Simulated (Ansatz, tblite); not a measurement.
**In4P4 wurtzite atom sphere (In₄P₄H₁₄): spin states and exact exchange**

Is the singlet the ground state of In4P4 wurtzite atom sphere (In₄P₄H₁₄)? Other spin states are computed and compared level by level.

Program: Ansatz 0.2.0, Gaussian basis. Level of theory: as each input shows. These are calculated values, not measurements.

Plan: triplet, at the geometry of the singlet (GFN1-xTB, GFN2-xTB, PBE0-D4/def2-TZVP, PBE-D4/def2-TZVP); the singlet's energies come from earlier runs.

1 further run of the same task is left out (set aside as unsound or not needed).

### 1 The relaxed structure

The geometry is that of the singlet, from an earlier relaxation (PBE-D4/def2-SVP).

22 atoms, charge 0, spin multiplicity 1.

Bond lengths: In1–P2 2.714 Å, In1–P4 2.602 Å, In1–H9 1.739 Å, In1–H10 1.739 Å, P2–In6 2.595 Å, P2–H11 1.432 Å, P2–H12 1.432 Å, In3–P4 2.602 Å, In3–P5 2.714 Å, In3–H13 1.739 Å, In3–H14 1.739 Å, P4–In7 2.602 Å, P4–H15 1.437 Å, P5–In6 2.595 Å, P5–H16 1.432 Å, P5–H17 1.432 Å, In6–P8 2.595 Å, In6–H18 1.735 Å and more. Angles: P2–In1–P4 94.9°, P2–In1–H9 102.2°, P2–In1–H10 102.2°, P4–In1–H9 111.0°, P4–In1–H10 111.0°, H9–In1–H10 128.7°, In1–P2–In6 124.8°, In1–P2–H11 111.4°, In1–P2–H12 111.5°, In6–P2–H11 104.3°, In6–P2–H12 104.3°, H11–P2–H12 96.8°, P4–In3–P5 94.9°, P4–In3–H13 111.0°, P4–In3–H14 111.0°, P5–In3–H13 102.1°, P5–In3–H14 102.2°, H13–In3–H14 128.7° and more.

In takes a core potential in the def2 sets. No spin-orbit coupling is included.

### 2 Triplet at the fixed geometry, GFN1-xTB

Tight binding, by tblite at 300 K electronic temperature and without a spin-polarisation term:

```python
tblite.interface.Calculator('GFN1-xTB', numbers, positions, charge=0, uhf=2).singlepoint()
```

Energy -657.5933 eV; 0.062 s.

### 3 Triplet at the fixed geometry, GFN2-xTB

Tight binding, by tblite at 300 K electronic temperature and without a spin-polarisation term:

```python
tblite.interface.Calculator('GFN2-xTB', numbers, positions, charge=0, uhf=2).singlepoint()
```

Energy -596.8370 eV; 0.049 s.

### 4 Triplet at the fixed geometry, PBE0-D4/def2-TZVP

in.yaml

```yaml
crystal:
  periodic: [false, false, false]
  atoms:
    - {symbol: In, position_ang: [-2.218645, -1.273621, -1.511013]}
    - {symbol: P, position_ang: [-1.965634, -1.136675, 1.187698]}
    - {symbol: In, position_ang: [2.209356, -1.285455, -1.515601]}
    - {symbol: P, position_ang: [-0.001752, -0.004418, -2.004821]}
    - {symbol: P, position_ang: [1.971778, -1.133392, 1.183638]}
    - {symbol: In, position_ang: [0.003501, 0.006016, 2.433261]}
    - {symbol: In, position_ang: [0.003175, 2.552109, -1.521472]}
    - {symbol: P, position_ang: [0.000095, 2.277380, 1.178546]}
    - {symbol: H, position_ang: [-2.042345, -2.977526, -1.810305]}
    - {symbol: H, position_ang: [-3.597107, -0.254332, -1.802502]}
    - {symbol: H, position_ang: [-2.057585, -2.433492, 1.788284]}
    - {symbol: H, position_ang: [-3.137899, -0.584440, 1.797425]}
    - {symbol: H, position_ang: [2.018864, -2.989790, -1.803914]}
    - {symbol: H, position_ang: [3.593398, -0.278003, -1.821152]}
    - {symbol: H, position_ang: [-0.002966, -0.007472, -3.441464]}
    - {symbol: H, position_ang: [2.073510, -2.426423, 1.790774]}
    - {symbol: H, position_ang: [3.144638, -0.571943, 1.783722]}
    - {symbol: H, position_ang: [0.004877, 0.009395, 4.168009]}
    - {symbol: H, position_ang: [-1.563479, 3.244891, -1.820891]}
    - {symbol: H, position_ang: [1.572327, 3.239967, -1.819061]}
    - {symbol: H, position_ang: [-1.074853, 3.009611, 1.777902]}
    - {symbol: H, position_ang: [1.066728, 3.017600, 1.782940]}
basis:
  gaussian: {orbitals: def2-TZVP, fitting: {mean_field: def2-universal-jkfit}}
magnetization: {spin_polarized: true, initial_magnetization: 2}
hamiltonian: {xc: pbe0, dispersion: d4}
scf: {omitted_lower_state_checks: [starts]}
output: {orbitals: {seedname: orbitals}}
```

On the command line:

```
$ ansatz run in.yaml --threads 2 --pin off --events-out ev --progress --plain --max-ram 32768MiB --backend cuda --devices 0, --max-vram 18GiB
```

Log:

```text
Functional definition: PBE0
  name "PBE0"
  cite "Adamo & Barone, J. Chem. Phys. 110, 6158 (1999) doi:10.1063/1.478522"
  cite "Perdew, Burke & Ernzerhof, Phys. Rev. Lett. 77, 3865 (1996) doi:10.1103/PhysRevLett.77.3865"
  parent pbe
  parameter a = 0.25
  parameter kappa = 0.804
  parameter beta = 0.06672455060314922
  exchange = (1 - a)*pbe_x(kappa = kappa, mu = beta*pi^2/3) + a*exact_x
  correlation = pbe_c(beta = beta)
these checks for a lower state are left out or cut short: starts
1636 factors; integrals over basis functions are off by at most 6.4e-1 eV
mean field evaluation 1: about -58059.9423 eV, gradient 2.2e1 eV
mean field evaluation 2: about -58058.9358 eV, gradient 2.6e1 eV
mean field evaluation 4: about -58062.6994 eV, gradient 6.0e0 eV
mean field evaluation 8: about -58063.1182 eV, gradient 3.8e-1 eV
mean field evaluation 16: about -58063.1459 eV, gradient 1.2e-2 eV
mean field evaluation 32: about -58063.1476 eV, gradient 2.0e-5 eV
mean field -58063.14762193 eV, -2133.7813184909 hartree, gradient 7.1e-6 eV, S^2 2.007967; 0 other end points of the search recorded, 0 dependent functions left out
reference -58063.14771728 eV, -2133.7813219949 hartree; 80, 78 occupied and 352, 354 virtual orbitals, 1636 factors
Total energy: -58064.08993841 eV, -2133.8159479828 hartree
Checks for a lower state left out: starts
```

It took 14 s on 1 × H100 (card shared with other runs) with 2 threads of AMD EPYC 7R13, shared host; peak host memory 1 GiB.

HOMO -2.59 eV, LUMO -5.77 eV (over both spins; with the spin held, an empty level of the minority spin lies below the top filled one); ⟨S²⟩ 2.008 (pure: 2.00).

### 5 Triplet at the fixed geometry, PBE-D4/def2-TZVP

start.molden holds the orbitals of an earlier run on this state, given as this run's starting guess.

Edit in.yaml of step 4 so:

```diff
@@ -26,5 +26,5 @@
 basis:
-  gaussian: {orbitals: def2-TZVP, fitting: {mean_field: def2-universal-jkfit}}
+  gaussian: {orbitals: def2-TZVP, fitting: {mean_field: def2-universal-jkfit}, initial_orbitals: start.molden}
 magnetization: {spin_polarized: true, initial_magnetization: 2}
-hamiltonian: {xc: pbe0, dispersion: d4}
+hamiltonian: {xc: pbe, dispersion: d4}
 scf: {omitted_lower_state_checks: [starts]}
```

Same command.

Log:

```text
Functional definition: PBE
  name "PBE"
  cite "Perdew, Burke & Ernzerhof, Phys. Rev. Lett. 77, 3865 (1996) doi:10.1103/PhysRevLett.77.3865"
  parent pbe
  parameter kappa = 0.804
  parameter beta = 0.06672455060314922
  exchange = pbe_x(kappa = kappa, mu = beta*pi^2/3)
  correlation = pbe_c(beta = beta)
these checks for a lower state are left out or cut short: starts
1636 factors; integrals over basis functions are off by at most 6.4e-1 eV
mean field evaluation 1: about -58059.5569 eV, gradient 1.1e1 eV
mean field evaluation 2: about -58059.8982 eV, gradient 6.1e-1 eV
mean field evaluation 4: about -58059.9380 eV, gradient 2.5e-1 eV
mean field evaluation 8: about -58059.9438 eV, gradient 6.8e-2 eV
mean field evaluation 16: about -58059.9444 eV, gradient 1.1e-3 eV
mean field -58059.94444843 eV, -2133.6636040359 hartree, gradient 2.3e-6 eV, S^2 2.003272; 0 other end points of the search recorded, 0 dependent functions left out
reference -58059.94457373 eV, -2133.6636086407 hartree; 80, 78 occupied and 352, 354 virtual orbitals, 1636 factors
Total energy: -58060.99108270 eV, -2133.7020671361 hartree
Checks for a lower state left out: starts
```

Wall time 16 s (1 × H100 (card shared with other runs) with 2 threads of AMD EPYC 7R13, shared host); peak host memory 1 GiB.

From the report: HOMO -2.25 eV, LUMO -6.32 eV (over both spins; with the spin held, an empty level of the minority spin lies below the top filled one); ⟨S²⟩ 2.003 (pure: 2.00).

### 6 Triplet less singlet, vertical

The singlet's energies are those of its earlier runs, whose logs aren't repeated here.

```
            level  triplet less singlet, vertical (eV)     time
         GFN1-xTB                               +4.041    0.1 s
         GFN2-xTB                               +3.690  0.077 s
 PBE-D4/def2-TZVP                               +4.111     27 s
PBE0-D4/def2-TZVP                               +4.606     26 s
```

Times add the two runs; a level without a time comes out of a correlated run. Tight binding without a spin term can't rank spin states.

### 7 What came out

```
                                                quantity                                   value
triplet less singlet, vertical, functionals in def2-TZVP  +4.111 (PBE-D4) to +4.606 eV (PBE0-D4)
```

In words: All functionals put the triplet above the singlet, over a spread of 0.496 eV. The checks for a lower triplet were left out, so another state of that spin may lie lower. These are electronic energies, without zero-point motion, entropy or surroundings.
